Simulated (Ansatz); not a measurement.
Debugging a single point in a Gaussian basis of CH3NSe, SMILES N=C[SeH] (Ansatz 0.2.0 through its Python package).

The script reads `ch3nse.xyz`:
```text
6

N    -0.89530   -0.80990   -0.25130
C     0.16270   -0.12940   -0.31250
Se    1.20580    0.04980    1.25520
H    -1.45340   -0.85410   -1.10970
H     0.50690    0.31010   -1.26060
H     0.51530    1.36960    1.63270
```

`energy_ch3nse.py`
```python
# -*- coding: utf-8 -*-
'''Single point of CH3NSe in a Gaussian basis.'''

import ansatz

geometry = ansatz.Crystal.molecule_from_extxyz('ch3nse.xyz')

setup = (
    geometry.calculation()
    .basis(gaussian='def2-SVP')
    .correlation('mp2')
    .charge(-1)
)
print(setup.to_yaml())
done = setup.run(threads=1)
summary = done.report

for key in ('converged', 'free_energy_ev', 'reference_energy_ev', 'n_frozen', 'n_occupied', 'n_virtual'):
    print(f'{key:22s} {summary[key]}')

parts = summary['correlation']
for name in ('random_phase', 'coupled_cluster', 'perturbative'):
    if name in parts:
        print(f'{name:16s} {parts[name]["energy"]["hartree"]:12.7f} Ha')
if 'second_order' in parts:
    pair = parts['second_order']
    print(f'MP2 same spin {pair["same_spin"]["hartree"]:.7f} Ha, opposite spin {pair["opposite_spin"]["hartree"]:.7f} Ha')

field = summary['mean_field']
print('<S^2> =', round(abs(field['state']['spin_squared']), 4), ' relativity:', field['relativity'])
print('passes:', field['passes'])
if 'symmetry' in field:
    print('occupied orbitals by irrep:', field['symmetry']['occupied'])
```

`python energy_ch3nse.py` gives:
```text
crystal:
  periodic: [false, false, false]
  atoms:
    - { symbol: "N", position_ang: [-0.8953, -0.8099, -0.2513] }
    - { symbol: C, position_ang: [0.1627, -0.1294, -0.3125] }
    - { symbol: Se, position_ang: [1.2058, 0.0498, 1.2552] }
    - { symbol: H, position_ang: [-1.4534, -0.8541, -1.1097] }
    - { symbol: H, position_ang: [0.5069, 0.3101, -1.2606] }
    - { symbol: H, position_ang: [0.5153, 1.3696, 1.6327] }
basis:
  gaussian:
    orbitals: def2-SVP
total_charge: -1.0
correlation:
  method: mp2

converged              True
free_energy_ev         -67863.87802322558
reference_energy_ev    -67849.09380007112
n_frozen               11
n_occupied             [15, 14]
n_virtual              [49, 50]
MP2 same spin -0.1522311 Ha, opposite spin -0.3878876 Ha
<S^2> = 0.75  relativity: none
passes: {'evaluations': 21, 'products': 62}
occupied orbitals by irrep: [{'A': 26}, {'A': 25}]
```

No error stopped it. What is wrong with the input all the same?

The fault: the net charge is wrong for this system. The change:

```diff
--- before
+++ after
@@ -11,3 +11,2 @@
     .correlation('mp2')
-    .charge(-1)
 )
```

After the fix:

Running `python energy_ch3nse.py` prints:
```text
crystal:
  periodic: [false, false, false]
  atoms:
    - { symbol: "N", position_ang: [-0.8953, -0.8099, -0.2513] }
    - { symbol: C, position_ang: [0.1627, -0.1294, -0.3125] }
    - { symbol: Se, position_ang: [1.2058, 0.0498, 1.2552] }
    - { symbol: H, position_ang: [-1.4534, -0.8541, -1.1097] }
    - { symbol: H, position_ang: [0.5069, 0.3101, -1.2606] }
    - { symbol: H, position_ang: [0.5153, 1.3696, 1.6327] }
basis:
  gaussian:
    orbitals: def2-SVP
correlation:
  method: mp2

converged              True
free_energy_ev         -67865.88064156214
reference_energy_ev    -67851.36982871842
n_frozen               11
n_occupied             [14, 14]
n_virtual              [50, 50]
MP2 same spin -0.1459430 Ha, opposite spin -0.3873195 Ha
<S^2> = 0.0  relativity: none
passes: {'evaluations': 11, 'products': 38}
occupied orbitals by irrep: [{'A': 25}, {'A': 25}]
```

Notes:
- Total energies depend on the basis set; only differences at equal settings carry meaning.
- The geometry is a force-field or estimated start, not a minimum of this method, and the basis set is short of its limit.
- Inner cores stay frozen; a filled d shell under the valence of the heavier atoms is correlated with it.
- S² is that of the Hartree-Fock reference.
- Wall time of the script: 1.2 s on 1 thread of Arm Neoverse V2, with other jobs on the host, peak memory 0.2 GiB.

(A comment or docstring line of the script was reworded after the run, the code is as it ran; lines on the test bed's own set-up are left out of the output.)
